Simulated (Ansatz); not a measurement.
This script makes relaxations under a series of pressures of BaHfO3, space group P4mm with the Python package of Ansatz (0.2.0).

The script, `bahfo3_compress.py`:
```python
import ansatz as az
import numpy as np

def edges_and_angles(cell):
    cell = np.asarray(cell)
    a, b, c = np.linalg.norm(cell, axis=1)
    cosines = cell[1] @ cell[2] / (b * c), cell[0] @ cell[2] / (a * c), cell[0] @ cell[1] / (a * b)
    return (a, b, c, *np.degrees(np.arccos(cosines)))


def main() -> None:
    crystal = (
        az.Lattice.of((4.169567, 0.0, 0.0), (0.0, 4.169567, 0.0), (0.0, 0.0, 4.170377))
        .atom("Ba", (0.5, 0.5, 0.996425))
        .atom("Hf", (0.0, 0.0, 0.497875))
        .atom("O", (0.0, 0.5, 0.49889))
        .atom("O", (0.5, 0.0, 0.49889))
        .atom("O", (0.0, 0.0, 0.997941))
    )

    base = crystal.calculation().occupations("Fixed").functional("pbe").kpoints(6, 6, 6)

    rows = []
    for pressure in [0, 10, 20, 30, 40]:
        result = base.relax(cell=True, pressure=pressure, force_tolerance=0.05).run(threads=1, backend="cpu")
        cell = result.lattice.cell_ang
        n_atoms = len(result.lattice.sites)
        volume = abs(np.linalg.det(cell)) / n_atoms
        enthalpy = result.report["free_energy_ev"] / n_atoms + pressure * volume / 160.21766
        rows.append((pressure, volume, enthalpy, *edges_and_angles(cell)))
        print(f"{pressure} GPa done: {volume:.4f} A^3/atom")

    print(" P (GPa)  V (A^3/atom)  H (eV/atom)     a       b       c")
    for row in rows:
        print("{:8.1f} {:12.4f} {:14.5f} {:7.4f} {:7.4f} {:7.4f}".format(*row[:6]))
    p, v = np.array([row[0] for row in rows], float), np.array([row[1] for row in rows])
    print("mean bulk modulus between rows (GPa):", np.round(-np.diff(p) / np.diff(np.log(v)), 1))


if __name__ == "__main__":
    main()
```

From its runs, with one value withheld:

| P (GPa) | relaxed V (Å³/atom) |
| --- | --- |
| 0 | 14.882 |
| 10 | 14.061 |
| 20 | 13.430 |
| 30 | 12.919 |
| 40 | ? |

What volume does the cell relax to at 40 GPa?

Murnaghan's form V = V0 (1 + B' P / B0)^(-1/B') through the 4 rows shown gives V0 = 14.882 Å³, B0 = 156.8 GPa and B' = 4.08, and so 12.495 Å³ an atom at 40 GPa. The run gave 12.490 Å³, 0.04 % away.

Caveats:
- Spin is left out of this run.
- At a fixed pressure a relaxation lowers the enthalpy F + PV, while F alone can rise.
- Within a few hundredths of an angstrom the cell has the higher group Pm-3m; the lower one is a small distortion.
- The cell relaxed to the group Pm-3m; tensors and edges are in the axes of the typed cell.
- Spin-orbit coupling, which matters for elements this heavy, is left out.
- The structure comes from a database of computed cells and needn't be a stable or known phase.
- Symmetry holds the cell in this phase, whether or not it is the stable one at each pressure.
- It ran for 6.2 min on 1 thread of Arm Neoverse V1, on a shared host, peak memory 0.47 GiB.
